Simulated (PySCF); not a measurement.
# [PdH3]-: relaxation and vibrations of the triplet

Aim: relax [PdH3]- as a triplet from a trigonal planar start, check by its vibrations whether the end is a minimum, and collect its spectrum and constants.

Method: PBE0, basis Pd def2-TZVPD with ECP28, H def2-TZVPD, scalar-relativistic core potentials, no spin–orbit coupling, density fitting; program: PySCF 2.14.0.

## (1) The starting structure

4 atoms, charge -1, spin multiplicity 3.

Bond lengths: Pd1–H2 1.520 Å, Pd1–H3 1.520 Å, Pd1–H4 1.520 Å. Angles: H2–Pd1–H3 120.0°, H2–Pd1–H4 120.0°, H3–Pd1–H4 120.0°.

```xyz
4
charge -1 multiplicity 3
Pd    0.0000    0.0000    0.0000
H     1.5200    0.0000    0.0000
H    -0.7600    1.3164    0.0000
H    -0.7600   -1.3164    0.0000
```

## (2) Relaxing the triplet from the trigonal planar start

One driver script runs all steps and calls PySCF; scf.py shows how it sets up the SCF of each step. The optimiser is the driver's own. Before each start the driver seeks the lowest SCF state from one or more starting densities and follows internal instabilities, so scf.py alone need not reach the same state.

The program finds D3h symmetry in the start, which this walk keeps. The walk stops when the largest gradient is under 0.0003 Eh/bohr and the energy has settled too.

The input, scf.py:

```python
from pyscf import gto, scf, dft
mol = gto.M(atom='''
Pd     0.000000    -0.000000     0.000000
H      1.520024    -0.000021    -0.000000
H     -0.759994     1.316390    -0.000000
H     -0.760030    -1.316369     0.000000''',
    basis={'Pd': 'def2-TZVPD', 'H': 'def2-TZVPD'},
    ecp={'Pd': 'def2-TZVPD'},
    charge=-1, spin=2)
mf = dft.UKS(mol, xc='PBE0')
mf.grids.atom_grid = (50, 194)
aux = {'Pd': 'def2-universal-JKFIT', 'H': 'def2-universal-JKFIT'}
mf = mf.density_fit(auxbasis=aux)
mf.kernel()
```

The runs that follow: Hessian and properties; Following the imaginary mode; Frequencies.

**Question.** What will these runs give? Wanted: minimum; geometry; wavenumbers; dipole moment; highest occupied, lowest empty level; polar-tensor charge of Pd1; zero-point energy; ⟨S²⟩.

The runs gave:

```
                                          quantity                                   value
                                           minimum                            triplet, C3v
                                          geometry   Pd–H 1.639 Å (×3); H–Pd–H 111.3° (×3)
                                wavenumbers (cm⁻¹)  458 (a1), 591 (e), 1615 (e), 1692 (a1)
                    dipole moment (centre of mass)                                  1.99 D
highest occupied, lowest empty level (either spin)                          -0.10, 2.85 eV
                        polar-tensor charge of Pd1                                 -0.08 e
                                 zero-point energy                             39.3 kJ/mol
                               entropy at 298.15 K                         243.7 J/(mol K)
                                              ⟨S²⟩                                   2.005
```

What this shows: From D3h at the start the molecule goes to a C3v minimum, after a stop at a saddle point 11.0 kJ/mol higher, from which it was pushed off along an imaginary mode. In the infrared the band at 1615 cm⁻¹ (e, stretch) leads. Most of the spin sits on Pd1 (Mulliken spin 1.26, against 2 for the whole molecule). Other starts or spin states, not run here, may lie lower. Open d and f shells are described by one determinant, and the ground state may have another occupation or spin.
